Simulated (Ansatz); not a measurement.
# CH₄AlFO₂: a ladder of functionals and wavefunction methods

The task here is to estimate one member of a computed series from the others.

Program: Ansatz 0.2.0, Gaussian basis. Level of theory: functionals in def2-TZVPP, the program's frozen cores in correlated methods. These are calculated values, not measurements.

The runs, in order: LDA (SPW92), PBE-D4, revPBE-D4, BLYP-D4, r2SCAN-D4, B97M-V, PBE0-D4, B3LYP-D4, r2SCANh-D4, r2SCAN0-D4, HSE06-D4, BHLYP-D4, CAM-B3LYP-D4, LC-ωPBE, ωB97X-V, ωB97M-V, B2PLYP, PBE-QIDH; CCSD(T)/def2-SVP; CCSD(T)/def2-TZVPP; MP2/def2-QZVPP; extrapolation to the limit; RPA on PBE.

**The geometry**

The geometry comes from an earlier relaxation with PBE0-D4 in a triple-zeta def2 set; it is a stationary point, not always the lowest conformer.

SMILES `[OH][AlH][O]CF`, 9 atoms, charge 0, spin multiplicity 1.

Atoms are counted from 1 here; the program's logs count them from 0.

Bond lengths: O1–Al2 1.687 Å, O1–H6 0.957 Å, Al2–O3 1.702 Å, Al2–H7 1.563 Å, O3–C4 1.353 Å, C4–F5 1.394 Å, C4–H8 1.096 Å, C4–H9 1.096 Å. Angles: Al2–O1–H6 120.9°, O1–Al2–O3 123.0°, O1–Al2–H7 120.5°, O3–Al2–H7 116.5°, Al2–O3–C4 135.5°, O3–C4–F5 110.9°, O3–C4–H8 111.1°, O3–C4–H9 111.2°, F5–C4–H8 106.2°, F5–C4–H9 106.2°, H8–C4–H9 110.9°.

The first run:

in.yaml

```yaml
crystal:
  periodic: [false, false, false]
  atoms:
    - {symbol: O, position_ang: [-0.166375, 0.846134, 2.039267]}
    - {symbol: Al, position_ang: [1.038192, 0.363021, 0.961908]}
    - {symbol: O, position_ang: [0.700671, -0.265941, -0.582851]}
    - {symbol: C, position_ang: [-0.419864, -0.527556, -1.294294]}
    - {symbol: F, position_ang: [-1.561057, -0.196582, -0.565842]}
    - {symbol: H, position_ang: [-1.092039, 0.776282, 1.804864]}
    - {symbol: H, position_ang: [2.546933, 0.481197, 1.353641]}
    - {symbol: H, position_ang: [-0.501961, -1.595783, -1.523734]}
    - {symbol: H, position_ang: [-0.456098, 0.072927, -2.210058]}
basis:
  gaussian: {orbitals: def2-TZVPP}
hamiltonian: {xc: lda}
output: {orbitals: {seedname: orbitals}}
```

On the command line:

```
$ ansatz run in.yaml --threads 2 --pin off --events-out ev --progress --plain --max-ram 4352MiB
```

Steps of the session up to this table: LDA; PBE-D4 (GGA); revPBE-D4 (GGA); BLYP-D4 (GGA); r2SCAN-D4 (meta-GGA); B97M-V (meta-GGA); B3LYP-D4 (hybrid); r2SCANh-D4 (hybrid); r2SCAN0-D4 (hybrid); HSE06-D4 (hybrid); BHLYP-D4 (hybrid); CAM-B3LYP-D4 (range-separated); LC-ωPBE (range-separated); ωB97X-V (range-separated); ωB97M-V (range-separated); B2PLYP (double hybrid); PBE-QIDH (double hybrid).

One table of the session follows, with a row left open; its other results are not shown here.

| functional | HOMO (eV) | gap (eV) |
| --- | --- | --- |
| LDA (SPW92) | -7.09 | 5.83 |
| PBE-D4 | -6.95 | 5.90 |
| revPBE-D4 | ? | ? |
| BLYP-D4 | -6.89 | 5.93 |
| r2SCAN-D4 | -7.29 | 6.66 |
| B97M-V | -7.40 | 6.48 |
| PBE0-D4 | -8.54 | 8.27 |
| B3LYP-D4 | -8.32 | 7.81 |
| r2SCANh-D4 | -7.89 | 7.51 |
| r2SCAN0-D4 | -8.79 | 8.77 |
| HSE06-D4 | -8.13 | 7.50 |
| BHLYP-D4 | -10.12 | 10.55 |
| CAM-B3LYP-D4 | -10.05 | 10.65 |
| LC-ωPBE | -11.40 | 13.13 |
| ωB97X-V | -11.05 | 12.65 |
| ωB97M-V | -10.97 | 12.23 |

**Question.** Estimate the row for revPBE-D4.

**Answer.** HOMO (eV): -6.88; gap (eV): 5.94. In the column «HOMO (eV)» it is the highest.
